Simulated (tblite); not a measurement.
# C3H10NO2Si: the cost of one run

Programs: tblite 0.8.0 and PySCF 2.14.0, with density-fitted response routines of our own. Each step states its level of theory. These are calculated values for one molecule in the gas phase, unless marked as measured. Atoms count from 0, in the outputs and in this text.

## Step 1: Starting geometry

17 atoms, charge 0, multiplicity 2; geometry from: force field or distance geometry start.

Bonds of the start (Å): C0–C1 1.46, C1–C2 1.46, C1–O3 1.35, O3–Si4 1.69, Si4–N5 1.79, Si4–O6 1.72, C0–H7 1.11, C0–H8 1.12, C0–H9 1.12, C2–H10 1.11, C2–H11 1.12, C2–H12 1.11, Si4–H13 1.47, N5–H14 1.05, N5–H15 1.06, O6–H16 0.98.

## Step 2: Optimising the geometry with GFN2-xTB

The job: settings as JSON, then the geometry in Å.

```
{"job": {"kind": "relax", "xc": "GFN2-xTB", "basis": "xTB"}, "charge": 0, "multiplicity": 2}
C     -1.343100     1.342300     0.050900
C     -0.993700    -0.064700     0.186300
C     -1.647100    -1.077800    -0.636700
O     -0.174200    -0.449300     1.182500
Si     1.476200    -0.580700     0.836500
N      1.848100    -0.551600    -0.913500
O      2.386500     0.704600     1.534900
H     -2.383900     1.427100    -0.339300
H     -0.653200     1.848600    -0.665000
H     -1.346700     1.910000     1.012900
H     -2.664200    -0.778200    -0.976700
H     -1.761300    -2.024400    -0.053600
H     -1.039800    -1.227100    -1.548600
H      1.966900    -1.854100     1.388100
H      1.410400     0.291100    -1.349800
H      2.900200    -0.471500    -0.968500
H      2.011800     1.567700     1.249400
```

Started as:

```console
> OMP_NUM_THREADS=1 python probes_run.py task.json out
```

This one command runs all jobs of the session in turn.

Q: Estimate the wall time and peak memory of this first job on 1 thread of Intel Xeon 6975P-C, shared host.

About 1.4 s, with a peak of 0.18 GiB.
